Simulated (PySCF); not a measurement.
**A gas-phase reaction: GeH5N + AlCl3 → AlCl2GeH4N + ClH**

Aim: the reaction energy of `[NH2][GeH3]` + `[Cl][Al]([Cl])[Cl]` → `[Cl][Al]([Cl])[NH][GeH3]` + `Cl`.

Programs: PySCF 2.14.0. All values are calculated, for the isolated system unless a continuum is named. Atoms count from 0, parts from 1.

## Step 1: The system as given

Each species was relaxed by itself at PBE0-D3(BJ)/def2-SVPD.

## Step 2: Reaction energy: wB97M-D3(BJ)/def2-TZVP

The job: settings as JSON, then the geometry in Å.

```
{"job": {"kind": "react", "xc": "wB97M-D3(BJ)", "basis": "def2-TZVP"}, "charge": 0, "multiplicity": 1}
-1 GeH5N charge 0 multiplicity 1
Ge    -0.713260     0.029420     0.040020
N      1.084180    -0.383600     0.070830
H     -1.192570     0.028410     1.499410
H     -1.038590     1.402300    -0.595110
H     -1.406950    -1.073810    -0.773100
H      1.659560     0.228310     0.639510
H      1.520850    -0.486690    -0.838860

-1 AlCl3 charge 0 multiplicity 1
Cl     0.777990    -1.930820     0.058080
Al    -0.013700    -0.001760    -0.008320
Cl     1.202030     1.611140    -0.529280
Cl    -2.024640     0.319760     0.443480

+1 AlCl2GeH4N charge 0 multiplicity 1
Ge     0.340370    -0.961530     1.145150
N     -0.473330    -0.296400    -0.380860
Al    -0.224400     1.239620    -1.208610
Cl     1.171620     2.631620    -0.490810
Cl    -1.320120     1.720800    -2.934490
H      1.032740    -2.296560     0.817080
H     -0.723140    -1.190870     2.234270
H      1.361530     0.091640     1.588870
H     -1.170140    -0.921650    -0.775700

+1 ClH charge 0 multiplicity 1
Cl     0.644730    -0.000230     0.001710
H     -0.643490     0.002120    -0.000890
```

Method: wB97M-D3(BJ)/def2-TZVP reaction energy of separated species, gas phase.

Command:

```
> OMP_NUM_THREADS=1 python cluster_run.py task.json out
```

One launch serves the whole session: the jobs run in the order shown.

Log:

```text
species 1 (GeH5N)
coarse grid: 24896 points
cycle   1  E = -2134.7599191146  dE = -7.132e-01  |g| = 6.558e-01  |ddm| = 1.790e+00
cycle   2  E = -2134.7633270840  dE = -3.408e-03  |g| = 6.823e-01  |ddm| = 5.570e-01
cycle   3  E = -2134.8096560680  dE = -4.633e-02  |g| = 2.369e-02  |ddm| = 2.744e-01
cycle   4  E = -2134.8098116087  dE = -1.555e-04  |g| = 1.326e-02  |ddm| = 2.807e-02
cycle   5  E = -2134.8098439504  dE = -3.234e-05  |g| = 4.920e-03  |ddm| = 1.013e-02
cycle   6  E = -2134.8098490530  dE = -5.103e-06  |g| = 4.914e-04  |ddm| = 4.347e-03
final grid: 50896 points
cycle   7  E = -2134.8097746100  dE = -1.029e-07  |g| = 3.049e-04  |ddm| = 9.197e-04
cycle   8  E = -2134.8097746189  dE = -8.891e-09  |g| = 3.035e-04  |ddm| = 4.781e-04
cycle   9  E = -2134.8097746363  dE = -1.742e-08  |g| = 2.974e-05  |ddm| = 1.527e-04
cycle  10  E = -2134.8097746369  dE = -6.239e-10  |g| = 1.442e-05  |ddm| = 9.150e-05
converged SCF energy = -2134.8097746369

species 2 (AlCl3)
coarse grid: 25304 points
cycle   1  E = -1623.4287592274  dE =  2.570e-01  |g| = 4.168e-01  |ddm| = 1.834e+00
cycle   2  E = -1623.4562329377  dE = -2.747e-02  |g| = 3.585e-01  |ddm| = 7.070e-01
cycle   3  E = -1623.4857866063  dE = -2.955e-02  |g| = 2.133e-02  |ddm| = 2.867e-01
cycle   4  E = -1623.4860032419  dE = -2.166e-04  |g| = 6.057e-03  |ddm| = 3.443e-02
cycle   5  E = -1623.4860332878  dE = -3.005e-05  |g| = 1.799e-03  |ddm| = 1.483e-02
cycle   6  E = -1623.4860346022  dE = -1.314e-06  |g| = 4.890e-04  |ddm| = 2.107e-03
final grid: 47128 points
cycle   7  E = -1623.4859303761  dE = -1.770e-07  |g| = 2.372e-04  |ddm| = 9.816e-04
cycle   8  E = -1623.4859303984  dE = -2.229e-08  |g| = 1.579e-04  |ddm| = 3.069e-04
cycle   9  E = -1623.4859304054  dE = -7.030e-09  |g| = 3.501e-05  |ddm| = 1.389e-04
cycle  10  E = -1623.4859304066  dE = -1.234e-09  |g| = 1.455e-05  |ddm| = 7.543e-05
cycle  11  E = -1623.4859304067  dE = -6.230e-11  |g| = 1.243e-06  |ddm| = 2.122e-05
converged SCF energy = -1623.4859304067

species 3 (AlCl2GeH4N)
coarse grid: 41408 points
cycle   1  E = -3297.3185252927  dE = -3.685e-01  |g| = 7.584e-01  |ddm| = 2.408e+00
cycle   2  E = -3297.3405583328  dE = -2.203e-02  |g| = 7.680e-01  |ddm| = 7.812e-01
cycle   3  E = -3297.4097070568  dE = -6.915e-02  |g| = 5.690e-02  |ddm| = 3.553e-01
cycle   4  E = -3297.4104921118  dE = -7.851e-04  |g| = 3.669e-02  |ddm| = 7.171e-02
cycle   5  E = -3297.4107981700  dE = -3.061e-04  |g| = 6.958e-03  |ddm| = 2.566e-02
cycle   6  E = -3297.4108172807  dE = -1.911e-05  |g| = 3.527e-03  |ddm| = 9.055e-03
cycle   7  E = -3297.4108202604  dE = -2.980e-06  |g| = 6.548e-04  |ddm| = 3.379e-03
final grid: 80904 points
cycle   8  E = -3297.4106089321  dE = -3.507e-07  |g| = 4.289e-04  |ddm| = 1.605e-03
cycle   9  E = -3297.4106089793  dE = -4.716e-08  |g| = 3.758e-04  |ddm| = 5.590e-04
cycle  10  E = -3297.4106089954  dE = -1.611e-08  |g| = 6.594e-05  |ddm| = 1.716e-04
cycle  11  E = -3297.4106089996  dE = -4.225e-09  |g| = 2.577e-05  |ddm| = 1.555e-04
cycle  12  E = -3297.4106089999  dE = -3.074e-10  |g| = 6.091e-06  |ddm| = 3.995e-05
converged SCF energy = -3297.4106089999

species 4 (ClH)
coarse grid: 8792 points
cycle   1  E = -460.8484273207  dE = -8.162e-02  |g| = 2.191e-01  |ddm| = 7.676e-01
cycle   2  E = -460.8609096615  dE = -1.248e-02  |g| = 1.374e-01  |ddm| = 2.964e-01
cycle   3  E = -460.8652355347  dE = -4.326e-03  |g| = 1.313e-02  |ddm| = 1.004e-01
cycle   4  E = -460.8652744567  dE = -3.892e-05  |g| = 3.152e-03  |ddm| = 1.037e-02
cycle   5  E = -460.8652797935  dE = -5.337e-06  |g| = 7.218e-04  |ddm| = 4.681e-03
final grid: 17120 points
cycle   6  E = -460.8652490072  dE = -2.177e-07  |g| = 2.954e-04  |ddm| = 8.623e-04
cycle   7  E = -460.8652490312  dE = -2.397e-08  |g| = 1.280e-04  |ddm| = 3.283e-04
cycle   8  E = -460.8652490346  dE = -3.483e-09  |g| = 2.760e-05  |ddm| = 9.249e-05
cycle   9  E = -460.8652490351  dE = -4.644e-10  |g| = 7.759e-07  |ddm| = 5.408e-05
converged SCF energy = -460.8652490351

Reaction energy = 11.734 kcal/mol
```

Run time: 15 s. Hardware: 1 thread of AMD EPYC 9R45, shared host; peak memory 0.81 GiB.

Species by species (with the dispersion term, which the log's SCF energies lack):

```csv
ν,species,energy (Eh),HOMO (eV)
-1,[NH2][GeH3],-2134.81465,-9.66
-1,[Cl][Al]([Cl])[Cl],-1623.49022,-11.69
+1,[Cl][Al]([Cl])[NH][GeH3],-3297.42038,-10.20
+1,Cl,-460.86579,-11.82
```

## Step 3: Energies of the species: PBE0-D3(BJ)/def2-TZVP

The job, as its differences from that of step 2:

```diff
@@ -1,2 +1,2 @@
-{"job": {"kind": "react", "xc": "wB97M-D3(BJ)", "basis": "def2-TZVP"}, "charge": 0, "multiplicity": 1}
+{"job": {"kind": "react", "xc": "PBE0", "basis": "def2-TZVP", "disp": "d3bj"}, "charge": 0, "multiplicity": 1}
 -1 GeH5N charge 0 multiplicity 1
```

Level: PBE0-D3(BJ)/def2-TZVP reaction energy of separated species, gas phase.

Log:

```text
species 1 (GeH5N)
coarse grid: 24896 points
cycle   1  E = -2134.3929767593  dE = -6.603e-01  |g| = 7.273e-01  |ddm| = 1.803e+00
cycle   2  E = -2134.3296726328  dE =  6.330e-02  |g| = 9.524e-01  |ddm| = 7.819e-01
cycle   3  E = -2134.4496919457  dE = -1.200e-01  |g| = 9.705e-02  |ddm| = 5.240e-01
cycle   4  E = -2134.4515415611  dE = -1.850e-03  |g| = 2.214e-02  |ddm| = 6.660e-02
cycle   5  E = -2134.4516164349  dE = -7.487e-05  |g| = 3.705e-03  |ddm| = 1.361e-02
cycle   6  E = -2134.4516197030  dE = -3.268e-06  |g| = 4.779e-04  |ddm| = 3.860e-03
final grid: 50896 points
cycle   7  E = -2134.4516196659  dE = -2.006e-08  |g| = 5.067e-04  |ddm| = 1.032e-03
cycle   8  E = -2134.4516196484  dE =  1.752e-08  |g| = 6.650e-04  |ddm| = 7.237e-04
cycle   9  E = -2134.4516197098  dE = -6.137e-08  |g| = 5.851e-05  |ddm| = 3.608e-04
cycle  10  E = -2134.4516197105  dE = -7.471e-10  |g| = 2.114e-05  |ddm| = 4.838e-05
converged SCF energy = -2134.4516197105

species 2 (AlCl3)
coarse grid: 6496 points
cycle   1  E = -1622.6845302406  dE =  2.572e-01  |g| = 3.835e-01  |ddm| = 1.936e+00
cycle   2  E = -1622.6694704720  dE =  1.506e-02  |g| = 4.801e-01  |ddm| = 8.037e-01
cycle   3  E = -1622.7261741729  dE = -5.670e-02  |g| = 4.798e-02  |ddm| = 4.266e-01
cycle   4  E = -1622.7266134524  dE = -4.393e-04  |g| = 1.754e-02  |ddm| = 4.495e-02
cycle   5  E = -1622.7266921215  dE = -7.867e-05  |g| = 1.344e-03  |ddm| = 1.478e-02
cycle   6  E = -1622.7266925277  dE = -4.062e-07  |g| = 2.895e-04  |ddm| = 1.206e-03
final grid: 47128 points
cycle   7  E = -1622.7276798233  dE = -1.540e-05  |g| = 4.307e-03  |ddm| = 1.012e-02
cycle   8  E = -1622.7276799948  dE = -1.715e-07  |g| = 3.553e-03  |ddm| = 5.425e-03
cycle   9  E = -1622.7276820752  dE = -2.080e-06  |g| = 5.959e-04  |ddm| = 3.017e-03
cycle  10  E = -1622.7276821746  dE = -9.943e-08  |g| = 6.276e-05  |ddm| = 5.142e-04
cycle  11  E = -1622.7276821755  dE = -9.099e-10  |g| = 1.050e-05  |ddm| = 5.701e-05
converged SCF energy = -1622.7276821755

species 3 (AlCl2GeH4N)
coarse grid: 41408 points
cycle   1  E = -3296.3986679578  dE = -3.486e-01  |g| = 8.281e-01  |ddm| = 2.500e+00
cycle   2  E = -3296.3004557658  dE =  9.821e-02  |g| = 1.112e+00  |ddm| = 1.025e+00
cycle   3  E = -3296.4880539567  dE = -1.876e-01  |g| = 1.685e-01  |ddm| = 6.392e-01
cycle   4  E = -3296.4941118170  dE = -6.058e-03  |g| = 3.688e-02  |ddm| = 1.207e-01
cycle   5  E = -3296.4943166899  dE = -2.049e-04  |g| = 7.348e-03  |ddm| = 2.145e-02
cycle   6  E = -3296.4943285874  dE = -1.190e-05  |g| = 2.118e-03  |ddm| = 7.521e-03
cycle   7  E = -3296.4943296046  dE = -1.017e-06  |g| = 5.742e-04  |ddm| = 1.959e-03
final grid: 80904 points
cycle   8  E = -3296.4942579791  dE = -3.367e-08  |g| = 7.022e-04  |ddm| = 1.743e-03
cycle   9  E = -3296.4942579248  dE =  5.431e-08  |g| = 8.573e-04  |ddm| = 1.130e-03
cycle  10  E = -3296.4942580820  dE = -1.571e-07  |g| = 1.962e-05  |ddm| = 6.284e-04
cycle  11  E = -3296.4942580820  dE = -5.912e-11  |g| = 9.633e-06  |ddm| = 1.654e-05
converged SCF energy = -3296.4942580820

species 4 (ClH)
coarse grid: 2248 points
cycle   1  E = -460.6518920748  dE = -4.651e-02  |g| = 1.921e-01  |ddm| = 7.990e-01
cycle   2  E = -460.6549462689  dE = -3.054e-03  |g| = 1.868e-01  |ddm| = 3.560e-01
cycle   3  E = -460.6638361445  dE = -8.890e-03  |g| = 1.447e-02  |ddm| = 1.642e-01
cycle   4  E = -460.6638571484  dE = -2.100e-05  |g| = 2.780e-03  |ddm| = 7.514e-03
cycle   5  E = -460.6638587962  dE = -1.648e-06  |g| = 1.086e-03  |ddm| = 2.595e-03
final grid: 17120 points
cycle   6  E = -460.6643455703  dE = -4.390e-06  |g| = 2.129e-03  |ddm| = 4.620e-03
cycle   7  E = -460.6643456494  dE = -7.913e-08  |g| = 1.691e-03  |ddm| = 2.652e-03
cycle   8  E = -460.6643461723  dE = -5.229e-07  |g| = 1.400e-04  |ddm| = 1.379e-03
cycle   9  E = -460.6643461780  dE = -5.638e-09  |g| = 2.062e-05  |ddm| = 1.130e-04
cycle  10  E = -460.6643461781  dE = -9.237e-11  |g| = 4.552e-06  |ddm| = 1.665e-05
converged SCF energy = -460.6643461781

Reaction energy = 12.149 kcal/mol
```

Wall time 8 s (1 thread of AMD EPYC 9R45, shared host); peak memory 0.74 GiB.

Reaction energy at this level: 12.15 kcal/mol.

## Step 4: Side by side

Energies in kcal/mol, with wall time:

```csv
run,reaction,time
wB97M-D3(BJ)/def2-TZVP,11.73,15 s
PBE0-D3(BJ)/def2-TZVP,12.15,8 s
```

## Step 5: What came out

```
                                                quantity                    value
                reaction energy (wB97M-D3(BJ)/def2-TZVP)           11.73 kcal/mol
                     ΔH, ΔG at 298 K (xTB thermal terms)     +8.7, +10.2 kcal/mol
range of the reaction energy over the runs of this table  11.73 to 12.15 kcal/mol
```

The reaction is endothermic by 8.7 kcal/mol in the gas phase; dispersion gives -0.72, and xTB itself gave 22.22 for the electronic energy (xTB energies and thermal terms come from the earlier relaxation of each species, not shown). No barrier was sought. xTB and this level differ widely in the electronic energy, so what comes from xTB (the thermal terms above all) is less safe here. The reaction energy runs from 11.73 (wB97M-D3(BJ)/def2-TZVP) to 12.15 kcal/mol (PBE0-D3(BJ)/def2-TZVP).
